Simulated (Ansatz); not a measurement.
**C3H7BN2: up Jacob's ladder to CCSD(T)**

One table from this session's results is given with a row withheld; the runs are named, their logs left out.

Method: functionals in def2-TZVPP, the program's frozen cores in correlated methods; program: Ansatz 0.2.0, Gaussian basis.

Plan: PBE-D4, r2SCAN-D4, PBE0-D4, B3LYP-D4, ωB97X-V, ωB97M-V, B2PLYP; CCSD(T)/def2-TZVPP; MP2/def2-QZVPP; extrapolation to the limit.

## The relaxed structure

An earlier PBE0-D4 in a triple-zeta def2 set relaxation fixed the geometry.

13 atoms, charge 0, spin multiplicity 1.

Atoms are counted from 1 here; the program's logs count them from 0.

Bond lengths: B1–C2 1.500 Å, B1–H7 1.206 Å, B1–H8 1.197 Å, C2–C3 1.372 Å, C2–H9 1.086 Å, C3–N4 1.345 Å, C3–C5 1.490 Å, N4–H10 1.003 Å, N4–H11 1.006 Å, C5–N6 1.260 Å, C5–H12 1.096 Å, N6–H13 1.023 Å. Angles: C2–B1–H7 121.2°, C2–B1–H8 121.5°, H7–B1–H8 117.3°, B1–C2–C3 124.7°, B1–C2–H9 120.4°, C3–C2–H9 114.9°, C2–C3–N4 124.7°, C2–C3–C5 122.4°, N4–C3–C5 112.9°, C3–N4–H10 120.7°, C3–N4–H11 119.2°, H10–N4–H11 118.4°, C3–C5–N6 127.3°, C3–C5–H12 115.3°, N6–C5–H12 117.5°, C5–N6–H13 110.7°.

Set-up of the first run:

in.yaml

```yaml
crystal:
  periodic: [false, false, false]
  atoms:
    - {symbol: B, position_ang: [-1.167583, -1.824012, 0.145485]}
    - {symbol: C, position_ang: [-0.802615, -0.389409, 0.387681]}
    - {symbol: C, position_ang: [0.257138, 0.255756, -0.197776]}
    - {symbol: N, position_ang: [1.060157, -0.282480, -1.132478]}
    - {symbol: C, position_ang: [0.613228, 1.665074, 0.130679]}
    - {symbol: N, position_ang: [0.285897, 2.314974, 1.159630]}
    - {symbol: H, position_ang: [-0.517707, -2.517873, -0.597157]}
    - {symbol: H, position_ang: [-2.109630, -2.328330, 0.684333]}
    - {symbol: H, position_ang: [-1.398538, 0.224825, 1.057051]}
    - {symbol: H, position_ang: [1.904008, 0.182883, -1.412119]}
    - {symbol: H, position_ang: [0.940030, -1.249027, -1.384104]}
    - {symbol: H, position_ang: [1.245016, 2.171816, -0.607433]}
    - {symbol: H, position_ang: [-0.288999, 1.741103, 1.781008]}
basis:
  gaussian: {orbitals: def2-TZVPP}
hamiltonian: {xc: pbe, dispersion: d4}
output: {forces: true, orbitals: {seedname: orbitals}}
```

On the command line:

```console
> ansatz run in.yaml --threads 4 --pin off --events-out ev --progress --plain --max-ram 10444MiB
```

Steps of the session up to this table: PBE-D4 (GGA); r2SCAN-D4 (meta-GGA); PBE0-D4 (hybrid); B3LYP-D4 (hybrid); ωB97X-V (range-separated); ωB97M-V (range-separated); B2PLYP (double hybrid); CCSD(T) in def2-TZVPP; MP2 in def2-QZVPP.

One table of the session follows, with a row left open; its other results are not shown here.

```
            method  atomisation energy (eV)
            PBE-D4                   55.994
         r2SCAN-D4                   54.208
           PBE0-D4                   54.610
          B3LYP-D4                   54.448
           ωB97X-V                        ?
           ωB97M-V                   54.276
            B2PLYP                   53.675
     HF/def2-TZVPP                   38.087
    MP2/def2-TZVPP                   53.321
   CCSD/def2-TZVPP                   51.259
CCSD(T)/def2-TZVPP                   52.255
           MP2/CBS                   54.786
       CCSD(T)/CBS                   53.720
```

Q: Estimate the row for ωB97X-V from the others.

The run gave: atomisation energy (eV): 54.112. In the column «atomisation energy (eV)» it lies between CCSD(T)/CBS (53.720) and r2SCAN-D4 (54.208).
